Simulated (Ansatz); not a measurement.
**F2GeHO radical: basis-set convergence**

One table from this session's results is given with a row withheld; the runs are named, their logs left out.

Method: one geometry, several basis sets; program: Ansatz 0.2.0, Gaussian basis.

Levels to be run: PBE0-D4/def2-SVP; ωB97M-V/def2-SVP; PBE0-D4/def2-QZVPP; ωB97M-V/def2-QZVPP; the functionals' def2-TZVPP values are taken from earlier runs.

## The relaxed structure

An earlier PBE0-D4 in a triple-zeta def2 set relaxation fixed the geometry.

SMILES `[O][GeH]([F])[F]`, 5 atoms, charge 0, spin multiplicity 2.

Atoms are counted from 1 here; the program's logs count them from 0.

Bond lengths: O1–Ge2 1.776 Å, Ge2–F3 1.713 Å, Ge2–F4 1.713 Å, Ge2–H5 1.521 Å. Angles: O1–Ge2–F3 109.0°, O1–Ge2–F4 109.0°, O1–Ge2–H5 110.0°, F3–Ge2–F4 104.1°, F3–Ge2–H5 112.3°, F4–Ge2–H5 112.3°.

Set-up of the first run:

in.yaml

```yaml
crystal:
  periodic: [false, false, false]
  atoms:
    - {symbol: O, position_ang: [-0.223099, -0.718467, 1.576169]}
    - {symbol: Ge, position_ang: [0.085551, -0.010151, -0.023084]}
    - {symbol: F, position_ang: [-0.664343, 1.527551, -0.105372]}
    - {symbol: F, position_ang: [-0.731713, -0.936147, -1.209785]}
    - {symbol: H, position_ang: [1.583505, 0.063614, -0.279228]}
basis:
  gaussian: {orbitals: def2-SVP}
magnetization: {spin_polarized: true, initial_magnetization: 1}
hamiltonian: {xc: pbe0, dispersion: d4}
output: {orbitals: {seedname: orbitals}}
```

Run with:

```sh
> ansatz run in.yaml --threads 4 --pin off --events-out ev --progress --plain --max-ram 10444MiB
```

Steps of the session up to this table: PBE0-D4 in def2-SVP; ωB97M-V in def2-SVP; PBE0-D4 in def2-QZVPP; ωB97M-V in def2-QZVPP.

One of the session's tables, all rows but one given; the rest of the session is left out.

It belongs to the step «Functionals by basis». 

| functional | basis | HOMO (eV) | LUMO (eV) |
| --- | --- | --- | --- |
| PBE0-D4 | def2-SVP | -9.78 | -5.15 |
| PBE0-D4 | def2-TZVPP | -9.97 | -5.30 |
| PBE0-D4 | def2-QZVPP | ? | ? |
| ωB97M-V | def2-SVP | -12.24 | -2.81 |
| ωB97M-V | def2-TZVPP | -12.46 | -3.06 |
| ωB97M-V | def2-QZVPP | -12.52 | -3.12 |

Q: Estimate the row for PBE0-D4, def2-QZVPP from the others.

**Answer.** HOMO (eV): -10.02; LUMO (eV): -5.35. In the column «HOMO (eV)» it lies between ωB97M-V, def2-SVP (-12.24) and PBE0-D4, def2-TZVPP (-9.97).
